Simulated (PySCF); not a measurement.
# CH6BFOSi (SMILES CB(F)O[SiH3]) at 6 levels

Wanted: a comparison of 6 runs (HF/def2-SVP, B3LYP/6-31G*, BLYP/pcseg-1, PBE/def2-SVP, PBE0/def2-SVP, MP2/def2-TZVP) of CH6BFOSi. The job is set up through a Python script.

The calculation is run with PySCF 2.14.0.

## 1. Starting point

CH6BFOSi has 11 atoms, charge 0, and is taken as a singlet. As SMILES, `CB(F)O[SiH3]`. The coordinates come from a PBE0-D4/def2-TZVP relaxation. This is one conformer, not always the lowest.

Bond lengths: C1–B2 1.559 Å, B2–F3 1.342 Å, B2–O4 1.351 Å, O4–Si5 1.659 Å, C1–H6 1.094 Å, C1–H7 1.094 Å, C1–H8 1.089 Å, Si5–H9 1.483 Å, Si5–H10 1.481 Å, Si5–H11 1.484 Å. Some angles: C1–B2–F3 119.1°, C1–B2–O4 123.2°, F3–B2–O4 117.6°, B2–O4–Si5 131.9°, B2–C1–H6 110.2°, B2–C1–H7 110.2°, B2–C1–H8 112.7°, O4–Si5–H9 110.2°, O4–Si5–H10 106.4°, O4–Si5–H11 110.2°.

## 2. Energy and gradient at HF/def2-SVP (run 1)

File input.xyz:

```xyz
11
CH6BFOSi
C     -1.618300    -0.243100     1.266300
B     -0.210500     0.018700     0.649000
F      0.806500     0.353100     1.459000
O      0.047000    -0.073700    -0.674200
Si     1.437400     0.154100    -1.549800
H     -1.960900     0.639800     1.814600
H     -1.563600    -1.051600     2.001700
H     -2.364700    -0.501800     0.516300
H      1.923200     1.546400    -1.388000
H      1.085300    -0.098500    -2.965700
H      2.484000    -0.800400    -1.108800
```

File run.py:

```python
import pyscf.grad
from pyscf import gto, scf

mol = gto.Mole()
mol.atom = 'input.xyz'
mol.spin = 0
mol.verbose = 4
mol.max_memory = 1860
mol.basis = 'def2-svp'
mol.build()

hf = scf.RHF(mol)
hf.conv_tol = 1e-10
hf.kernel()
if not hf.converged:
    hf = hf.newton().run(hf.mo_coeff, hf.mo_occ)

energy = hf.e_tot
print('E(%s) = %.9f' % ('HF', energy))
grad = hf.Gradients().kernel()
dip = hf.dip_moment()
pop, q = hf.mulliken_pop()
```

Launch:

```
$ OMP_NUM_THREADS=1 python run.py
```

Log:

```text
PySCF version 2.14.0

[... 67 lines left out ...]
converged SCF energy = -529.175496174916
[... 12 lines left out ...]
Dipole moment(X, Y, Z, Debye): -0.35571, -0.14253, -0.49630
[... 77 lines left out ...]
pop of  5 H 2px           0.00689
pop of  5 H 2py           0.01310
pop of  5 H 2pz           0.00818
pop of  6 H 1s            0.74057
pop of  6 H 2s            0.17707
pop of  6 H 2px           0.00552
pop of  6 H 2py           0.01180
pop of  6 H 2pz           0.01088
pop of  7 H 1s            0.74644
pop of  7 H 2s            0.17372
pop of  7 H 2px           0.01126
pop of  7 H 2py           0.00468
pop of  7 H 2pz           0.01108
pop of  8 H 1s            0.75196
pop of  8 H 2s            0.39244
pop of  8 H 2px           0.00150
pop of  8 H 2py           0.00897
pop of  8 H 2pz           0.00056
pop of  9 H 1s            0.75182
pop of  9 H 2s            0.39668
pop of  9 H 2px           0.00085
pop of  9 H 2py           0.00086
pop of  9 H 2pz           0.00922
pop of  10 H 1s           0.75192
pop of  10 H 2s           0.39237
pop of  10 H 2px          0.00532
pop of  10 H 2py          0.00444
pop of  10 H 2pz          0.00127
 ** Mulliken atomic charges  **
charge of    0C =     -0.21732
charge of    1B =      0.50107
charge of    2F =     -0.27970
charge of    3O =     -0.55835
charge of    4Si =      0.86334
charge of    5H =      0.05415
charge of    6H =      0.05417
charge of    7H =      0.05281
charge of    8H =     -0.15543
charge of    9H =     -0.15943
charge of   10H =     -0.15531
```

Wall time 14 s (1 thread of Intel Xeon at 2.70GHz, shared host); peak memory 0.23 GiB.

## 3. Energy and gradient at B3LYP/6-31G(d) (Cartesian functions) (run 2)

File calc.py:

```python
import pyscf.grad
from pyscf import gto, dft

mol = gto.Mole()
mol.atom = [
    ('C', (-1.618300, -0.243100, 1.266300)),
    ('B', (-0.210500, 0.018700, 0.649000)),
    ('F', (0.806500, 0.353100, 1.459000)),
    ('O', (0.047000, -0.073700, -0.674200)),
    ('Si', (1.437400, 0.154100, -1.549800)),
    ('H', (-1.960900, 0.639800, 1.814600)),
    ('H', (-1.563600, -1.051600, 2.001700)),
    ('H', (-2.364700, -0.501800, 0.516300)),
    ('H', (1.923200, 1.546400, -1.388000)),
    ('H', (1.085300, -0.098500, -2.965700)),
    ('H', (2.484000, -0.800400, -1.108800)),
]
mol.cart = True
mol.basis = '6-31g*'
mol.charge = 0
mol.spin = 0
mol.verbose = 4
mol.max_memory = 1860
mol.build()

ks = dft.RKS(mol, xc='b3lyp')
ks.grids.level = 5
ks.conv_tol = 1e-10
ks.kernel()
if not ks.converged:
    ks = ks.newton().run(ks.mo_coeff, ks.mo_occ)

etot = ks.e_tot
print('E = %.10f Eh' % etot)
grad = ks.Gradients().kernel()
ks.analyze()
```

Launch:

```
$ OMP_NUM_THREADS=1 python calc.py
```

Log:

```text
PySCF version 2.14.0

[... 103 lines left out ...]
MO #1   energy= -66.159430533531   occ= 2
[... 8 lines left out ...]
MO #10  energy= -1.19438990934741  occ= 2
[... 8 lines left out ...]
MO #19  energy= -0.394347952989209 occ= 2
[... 8 lines left out ...]
MO #28  energy= 0.0894813584949683 occ= 0
[... 8 lines left out ...]
MO #37  energy= 0.295344718261974  occ= 0
[... 8 lines left out ...]
MO #46  energy= 0.659444143721144  occ= 0
[... 8 lines left out ...]
MO #55  energy= 1.02057742439924   occ= 0
[... 8 lines left out ...]
MO #64  energy= 1.33752885950564   occ= 0
[... 8 lines left out ...]
MO #73  energy= 1.83825670910949   occ= 0
[... 8 lines left out ...]
MO #82  energy= 2.45110499084528   occ= 0
[... 8 lines left out ...]
MO #91  energy= 4.62133177584586   occ= 0
[... 66 lines left out ...]
pop of  4 Si 2px          1.99989
pop of  4 Si 2py          1.99991
pop of  4 Si 2pz          1.99990
pop of  4 Si 3px          0.57243
pop of  4 Si 3py          0.83002
pop of  4 Si 3pz          0.72471
pop of  4 Si 4px          0.01512
pop of  4 Si 4py          0.01573
pop of  4 Si 4pz          0.01380
pop of  4 Si 3dxx         0.00667
pop of  4 Si 3dxy         0.01387
pop of  4 Si 3dxz         0.00816
pop of  4 Si 3dyy         0.00738
pop of  4 Si 3dyz         0.00365
pop of  4 Si 3dzz         0.00973
pop of  5  H 1s           0.87049
pop of  5  H 2s           0.00708
pop of  6  H 1s           0.87040
pop of  6  H 2s           0.00708
pop of  7  H 1s           0.87493
pop of  7  H 2s           0.00742
pop of  8  H 1s           1.10368
pop of  8  H 2s           0.00294
pop of  9  H 1s           1.09775
pop of  9  H 2s           0.00287
pop of  10  H 1s          1.10366
pop of  10  H 2s          0.00294
 ** Mulliken atomic charges  **
charge of    0C =     -0.43111
charge of    1B =      0.51377
charge of    2F =     -0.28679
charge of    3O =     -0.57551
charge of    4Si =      0.73089
charge of    5H =      0.12242
charge of    6H =      0.12253
charge of    7H =      0.11765
charge of    8H =     -0.10662
charge of    9H =     -0.10062
charge of   10H =     -0.10661
Dipole moment(X, Y, Z, Debye): -0.20483, -0.09214, -0.36763
```

It took 48 s on 1 thread of Intel Xeon at 2.70GHz, shared host; peak memory 0.9 GiB.

Run 3 isn't shown in full; the table further down has it.

## 4. Energy and forces at PBE/def2-SVP (run 4)

File calc.py:

```python
# CB(F)O[SiH3]
from pyscf import gto, dft

mol = gto.Mole()
mol.atom = '''
C     -3.058144    -0.459392     2.392960
B     -0.397787     0.035338     1.226432
F      1.524064     0.667262     2.757110
O      0.088817    -0.139273    -1.274053
Si     2.716292     0.291207    -2.928698
H     -3.705564     1.209047     3.429097
H     -2.954776    -1.987236     3.782665
H     -4.468635    -0.948265     0.975666
H      3.634321     2.922272    -2.622940
H      2.050920    -0.186138    -5.604361
H      4.694080    -1.512537    -2.095328
'''
mol.max_memory = 1860
mol.unit = 'bohr'
mol.basis = 'def2-svp'
mol.verbose = 4
mol.build()

mf = dft.RKS(mol)
mf.xc = 'pbe'
mf.conv_tol = 1e-10
mf.grids.level = 5
mf.kernel()
if not mf.converged:
    mf = mf.newton().run(mf.mo_coeff, mf.mo_occ)

e_final = mf.e_tot
print('E(%s) = %.9f' % ('PBE', e_final))
grad = mf.nuc_grad_method().kernel()
dip = mf.dip_moment()
pop, q = mf.mulliken_pop()
```

Launch:

```
$ OMP_NUM_THREADS=1 python calc.py
```

Log:

```text
PySCF version 2.14.0

[... 84 lines left out ...]
converged SCF energy = -530.570225380109
[... 13 lines left out ...]
Dipole moment(X, Y, Z, Debye): -0.28400, -0.11165, -0.37435
[... 77 lines left out ...]
pop of  5 H 2px           0.00763
pop of  5 H 2py           0.01088
pop of  5 H 2pz           0.00801
pop of  6 H 1s            0.72621
pop of  6 H 2s            0.19213
pop of  6 H 2px           0.00687
pop of  6 H 2py           0.01014
pop of  6 H 2pz           0.00952
pop of  7 H 1s            0.73238
pop of  7 H 2s            0.19542
pop of  7 H 2px           0.00975
pop of  7 H 2py           0.00578
pop of  7 H 2pz           0.00972
pop of  8 H 1s            0.73907
pop of  8 H 2s            0.32173
pop of  8 H 2px           0.00159
pop of  8 H 2py           0.00682
pop of  8 H 2pz           0.00098
pop of  9 H 1s            0.73935
pop of  9 H 2s            0.32315
pop of  9 H 2px           0.00093
pop of  9 H 2py           0.00125
pop of  9 H 2pz           0.00694
pop of  10 H 1s           0.73904
pop of  10 H 2s           0.32172
pop of  10 H 2px          0.00426
pop of  10 H 2py          0.00368
pop of  10 H 2pz          0.00144
 ** Mulliken atomic charges  **
charge of    0C =     -0.09442
charge of    1B =      0.03145
charge of    2F =     -0.09265
charge of    3O =     -0.24601
charge of    4Si =      0.45646
charge of    5H =      0.05507
charge of    6H =      0.05512
charge of    7H =      0.04695
charge of    8H =     -0.07020
charge of    9H =     -0.07163
charge of   10H =     -0.07016
```

Wall time 60 s (1 thread of Intel Xeon at 2.70GHz, shared host); peak memory 1 GiB.

Run 5 isn't shown in full; the table further down has it.

## 5. Energy and forces at MP2/def2-TZVP (run 6)

File input.py:

```python
from pyscf import gto, scf, mp

mol = gto.M(
    atom=[
    ('C', (-1.618300, -0.243100, 1.266300)),
    ('B', (-0.210500, 0.018700, 0.649000)),
    ('F', (0.806500, 0.353100, 1.459000)),
    ('O', (0.047000, -0.073700, -0.674200)),
    ('Si', (1.437400, 0.154100, -1.549800)),
    ('H', (-1.960900, 0.639800, 1.814600)),
    ('H', (-1.563600, -1.051600, 2.001700)),
    ('H', (-2.364700, -0.501800, 0.516300)),
    ('H', (1.923200, 1.546400, -1.388000)),
    ('H', (1.085300, -0.098500, -2.965700)),
    ('H', (2.484000, -0.800400, -1.108800)),
],
    max_memory=1860,
    verbose=4,
    basis='def2-tzvp',
)

hf = scf.RHF(mol)
hf.conv_tol = 1e-10
hf.kernel()
if not hf.converged:
    hf = hf.newton().run(hf.mo_coeff, hf.mo_occ)

pt = mp.MP2(hf, frozen=9).run()
e_tot = pt.e_tot
print('E(%s) = %.9f' % ('MP2', e_tot))
grad = pt.nuc_grad_method().kernel()
hf.analyze()
```

Launch:

```
$ OMP_NUM_THREADS=1 python input.py
```

Log:

```text
PySCF version 2.14.0

[... 90 lines left out ...]
Two-electron Coulomb Energy =          470.017076423276819
[... 19 lines left out ...]
MO #17  energy= -0.639026452403251 occ= 2
[... 17 lines left out ...]
MO #35  energy= 0.277592141939749  occ= 0
[... 17 lines left out ...]
MO #53  energy= 0.61042743095925   occ= 0
[... 17 lines left out ...]
MO #71  energy= 1.05523945293512   occ= 0
[... 17 lines left out ...]
MO #89  energy= 1.51148718098598   occ= 0
[... 17 lines left out ...]
MO #107 energy= 2.14147882794757   occ= 0
[... 17 lines left out ...]
MO #125 energy= 2.63969885402467   occ= 0
[... 17 lines left out ...]
MO #143 energy= 3.26092758831441   occ= 0
[... 17 lines left out ...]
MO #161 energy= 4.4475224724304    occ= 0
[... 17 lines left out ...]
MO #179 energy= 7.40214846152881   occ= 0
[... 17 lines left out ...]
MO #197 energy= 58.9425770220508   occ= 0
[... 172 lines left out ...]
pop of  6 H 2px           0.00002
pop of  6 H 2py           0.00061
pop of  6 H 2pz           0.00056
pop of  7 H 1s            0.87853
pop of  7 H 2s            0.00442
pop of  7 H 3s            0.00185
pop of  7 H 2px           0.00061
pop of  7 H 2py           0.00007
pop of  7 H 2pz           0.00053
pop of  8 H 1s            1.14133
pop of  8 H 2s            0.00346
pop of  8 H 3s            0.00120
pop of  8 H 2px           0.00067
pop of  8 H 2py           0.00545
pop of  8 H 2pz           0.00023
pop of  9 H 1s            1.13417
pop of  9 H 2s            0.00355
pop of  9 H 3s            0.00097
pop of  9 H 2px           0.00054
pop of  9 H 2py           0.00027
pop of  9 H 2pz           0.00538
pop of  10 H 1s           1.14130
pop of  10 H 2s           0.00346
pop of  10 H 3s           0.00120
pop of  10 H 2px          0.00294
pop of  10 H 2py          0.00266
pop of  10 H 2pz          0.00075
 ** Mulliken atomic charges  **
charge of    0C =     -0.45112
charge of    1B =      0.70372
charge of    2F =     -0.38579
charge of    3O =     -0.70514
charge of    4Si =      0.93610
charge of    5H =      0.11884
charge of    6H =      0.11894
charge of    7H =      0.11399
charge of    8H =     -0.15235
charge of    9H =     -0.14488
charge of   10H =     -0.15231
Dipole moment(X, Y, Z, Debye): -0.50450, -0.17347, -0.46332
```

Wall time 6.2 min (1 thread of Intel Xeon at 2.70GHz, shared host); peak memory 3.1 GiB.

## 6. All runs side by side

| run | level | Cartesian functions | integration grid | energy (Eh) | dipole moment (D) of the reference | HOMO energy (eV) | LUMO energy (eV) | wall time |
| --- | --- | --- | --- | --- | --- | --- | --- | --- |
| 1 | HF/def2-SVP | no | – | -529.175496 | 0.63 | -12.85 | 4.05 | 14 s |
| 2 | B3LYP/6-31G* (Cartesian functions) | yes | 5 | -531.285376 | 0.43 | -8.83 | 0.36 | 48 s |
| 3 | BLYP/pcseg-1 | no | 5 | -531.158684 | 0.52 | -7.65 | -0.49 | 68 s |
| 4 | PBE/def2-SVP | no | 5 | -530.570225 | 0.48 | -7.64 | -0.32 | 60 s |
| 5 | PBE0/def2-SVP | no | 5 | -530.621569 | 0.54 | -9.21 | 0.70 | 60 s |
| 6 | MP2/def2-TZVP | no | – | -530.431234 | 0.71 | -12.84 | 2.85 | 6.2 min |

## 7. Outcome

| quantity | value |
| --- | --- |
| run 6: total energy | -530.43123 Eh |
| run 6: dipole moment (Hartree–Fock density) | 0.71 D |
| run 6: HOMO energy (Hartree–Fock orbitals) | -12.84 eV |
| run 6: LUMO energy (Hartree–Fock orbitals) | 2.85 eV |
| run 6: HOMO–LUMO gap (Hartree–Fock orbitals) | 15.68 eV |
| run 6: correlation energy (9 core orbitals frozen) | -859.5 mEh |
| run 6: largest force on an atom | 0.361 eV/Å |

Over runs 1, 2, 3, 4, 5 the dipole moment (its size) runs from 0.43 D (B3LYP/6-31G*) to 0.63 D (HF/def2-SVP). The two ends differ in method and basis. Over runs 1, 2, 3, 4, 5 the HOMO–LUMO gap runs from 7.16 eV (BLYP/pcseg-1) to 16.90 eV (HF/def2-SVP). Totals of different functionals can't be ranked against each other. All runs together took 10 min, the longest 6.2 min.
